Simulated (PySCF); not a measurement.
# C8H18O4W (WO2(OtBu)2): the cost of one run

Programs: PySCF 2.14.0, with density-fitted response routines of our own. Each step states its level of theory. These are calculated values for one molecule in the gas phase, unless marked as measured. Atoms count from 0, in the outputs and in this text.

## (1) The molecule as given

31 atoms, charge 0, multiplicity 1; geometry from: GFN2-xTB. The atoms were then displaced at random by about 0.03 Å, so the start is not that level's minimum.

Bonds of the start (Å): W0–O1 1.71, W0–O2 1.57, W0–O3 1.92, W0–O17 1.82, O3–C4 1.34, C4–C5 1.53, C4–C6 1.51, C4–C7 1.58, C5–H8 1.11, C5–H9 1.13, C5–H10 1.06, C6–H11 1.07, C6–H12 1.08, C6–H13 1.17, C7–H14 1.11, C7–H15 1.15, C7–H16 1.10, O17–C18 1.45, C18–C19 1.54, C18–C20 1.56, C18–C21 1.58, C19–H22 1.09, C19–H23 1.13, C19–H24 0.98, C20–H25 1.09, C20–H26 1.16, C20–H27 1.02, C21–H28 1.12, C21–H29 1.12, C21–H30 1.03.

## (2) Optimising the geometry at PBE0-D3(BJ)/def2-SVP

What the job is given:

```
{"job": {"xc": "PBE0", "basis": "def2-SVP", "d3": "d3bj", "grid": 1, "maxiter": 40, "shake": 0.03, "kind": "geom"}, "charge": 0, "multiplicity": 1}
W      0.023890    -0.069140     0.659120
O     -0.725760     0.010510     2.197690
O      1.596510    -0.013120     0.713220
O     -0.571640     1.427600    -0.390670
C     -0.162800     2.698330    -0.247910
C      1.171960     2.808470    -0.979360
C     -1.129170     3.742640    -0.755130
C      0.132320     2.950660     1.280800
H      1.694440     3.745130    -0.712030
H      1.795390     1.943880    -0.608560
H      0.987120     2.697890    -2.017580
H     -1.341940     3.552060    -1.785700
H     -0.849940     4.787150    -0.683600
H     -2.142880     3.679340    -0.184430
H      0.843870     2.184990     1.646500
H     -0.848090     2.774080     1.858020
H      0.416040     3.985580     1.501160
O     -0.712020    -1.390070    -0.353050
C     -0.215930    -2.740440    -0.166830
C     -0.117860    -2.903660     1.363800
C     -1.262200    -3.723780    -0.781170
C      1.182780    -2.896090    -0.892930
H      0.277510    -3.910230     1.518200
H      0.706860    -2.204710     1.709480
H     -0.947720    -2.740320     1.854540
H     -2.203780    -3.574050    -0.252500
H     -0.865070    -4.794020    -0.570490
H     -1.332010    -3.510720    -1.779050
H      1.796460    -2.023300    -0.536690
H      1.018440    -2.715360    -1.988940
H      1.623790    -3.790030    -0.622430
```

Started as:

```sh
$ OMP_NUM_THREADS=2 python probes_run.py task.json out
```

This one command runs all jobs of the session in turn.

**Question.** How long does this first job take on 2 threads of Intel Xeon 6975P-C, shared host, and how much memory does it need?

About 7 min, with a peak of 2.2 GiB.
